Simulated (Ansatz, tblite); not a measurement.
**The cluster Zn2OF2: one state, many levels**

An exercise on one series of results from a longer session: the logs are not shown, and one member is left open.

Program: Ansatz 0.2.0, Gaussian basis. Level of theory: as each input shows. These are calculated values, not measurements.

Levels to be run: GFN1-xTB, GFN2-xTB, PBE-D4/def2-TZVP, r2SCAN-D4/def2-TZVP, ωB97M-V/def2-TZVP, B97M-V/def2-TZVP, B2PLYP/def2-TZVP, r2SCANh-D4/def2-TZVP, PBE-QIDH/def2-TZVP, r2SCAN0-D4/def2-TZVP, BLYP-D4/def2-TZVP, PBE-D4/def2-SVP, PBE0-D4/def2-SVP, HF/STO-3G, HF/6-31G, B3LYP-D4/6-31G, PBE0-D4/def2-TZVPD, PBE-D4/def2-TZVPD, r2SCAN-D4/def2-TZVPD, CCSD(T)/def2-SVP, MP2/def2-TZVP, RPA/def2-TZVP.

1 further run of the same task is left out (set aside as unsound or not needed). Runs told in other sessions of the task aren't counted.

## The structure

The geometry is that of the singlet, from an earlier relaxation (PBE0-D4/def2-SVP). At that level it is the lowest of the isomers that a small search found.

5 atoms, charge 0, spin multiplicity 1.

Bond lengths: Zn1–O3 1.746 Å, Zn1–F5 1.735 Å, Zn2–O3 1.746 Å, Zn2–F4 1.735 Å. Angles: O3–Zn1–F5 177.5°, O3–Zn2–F4 177.5°, Zn1–O3–Zn2 131.9°.

PBE0-D4/def2-TZVP was run before; its log isn't repeated, and its numbers join the tables.

The first run:

Tight binding, by tblite at 300 K electronic temperature and without a spin-polarisation term:

```python
tblite.interface.Calculator('GFN1-xTB', numbers, positions, charge=0, uhf=0).singlepoint()
```

Tight binding, by tblite at 300 K electronic temperature and without a spin-polarisation term:

```python
tblite.interface.Calculator('GFN2-xTB', numbers, positions, charge=0, uhf=0).singlepoint()
```

start.molden holds the orbitals of an earlier run on this state, given as this run's starting guess.

File in.yaml:

```yaml
crystal:
  periodic: [false, false, false]
  atoms:
    - {symbol: Zn, position_ang: [-0.488195, 1.315342, 0.766562]}
    - {symbol: Zn, position_ang: [0.519589, -1.181539, -0.943435]}
    - {symbol: O, position_ang: [0.115300, 0.491599, -0.649871]}
    - {symbol: F, position_ang: [0.940676, -2.825049, -1.307213]}
    - {symbol: F, position_ang: [-1.087370, 2.199648, 2.133956]}
basis:
  gaussian: {orbitals: def2-TZVP, initial_orbitals: start.molden}
hamiltonian: {xc: pbe, dispersion: d4}
scf: {omitted_lower_state_checks: [starts]}
output: {forces: true, orbitals: {seedname: orbitals}}
```

Started as:

```sh
$ ansatz run in.yaml --threads 4 --pin off --events-out ev --progress --plain --max-ram 3916MiB
```

Among the steps run: PBE-D4/def2-TZVP; r2SCAN-D4/def2-TZVP; ωB97M-V/def2-TZVP; B97M-V/def2-TZVP; B2PLYP/def2-TZVP; r2SCANh-D4/def2-TZVP; PBE-QIDH/def2-TZVP; r2SCAN0-D4/def2-TZVP; BLYP-D4/def2-TZVP; PBE-D4/def2-SVP; PBE0-D4/def2-SVP; HF/STO-3G; HF/6-31G; B3LYP-D4/6-31G; PBE0-D4/def2-TZVPD; PBE-D4/def2-TZVPD; r2SCAN-D4/def2-TZVPD; CCSD(T)/def2-SVP; MP2/def2-TZVP; RPA/def2-TZVP.

One of the session's tables, all rows but one given; the rest of the session is left out.

```
               level  HOMO (eV)  gap (eV)
           HF/STO-3G      -4.03     10.36
            HF/6-31G     -12.43     13.20
     PBE-D4/def2-SVP      -6.44      3.87
    PBE-D4/def2-TZVP      -7.27      4.17
   PBE-D4/def2-TZVPD          ?         ?
   BLYP-D4/def2-TZVP      -7.20      4.08
 r2SCAN-D4/def2-TZVP      -7.57      4.75
r2SCAN-D4/def2-TZVPD      -7.58      4.74
    B97M-V/def2-TZVP      -7.62      4.57
r2SCANh-D4/def2-TZVP      -8.17      5.69
      B3LYP-D4/6-31G      -8.10      5.80
    PBE0-D4/def2-SVP      -8.17      6.45
   PBE0-D4/def2-TZVP      -8.84      6.69
  PBE0-D4/def2-TZVPD      -8.86      6.65
r2SCAN0-D4/def2-TZVP      -9.08      7.09
   ωB97M-V/def2-TZVP     -11.29     10.87
```

**Question.** Estimate the row for PBE-D4/def2-TZVPD.

**Answer.** HOMO (eV): -7.31; gap (eV): 4.16. In the column «HOMO (eV)» it lies between r2SCAN-D4/def2-TZVP (-7.57) and PBE-D4/def2-TZVP (-7.27).
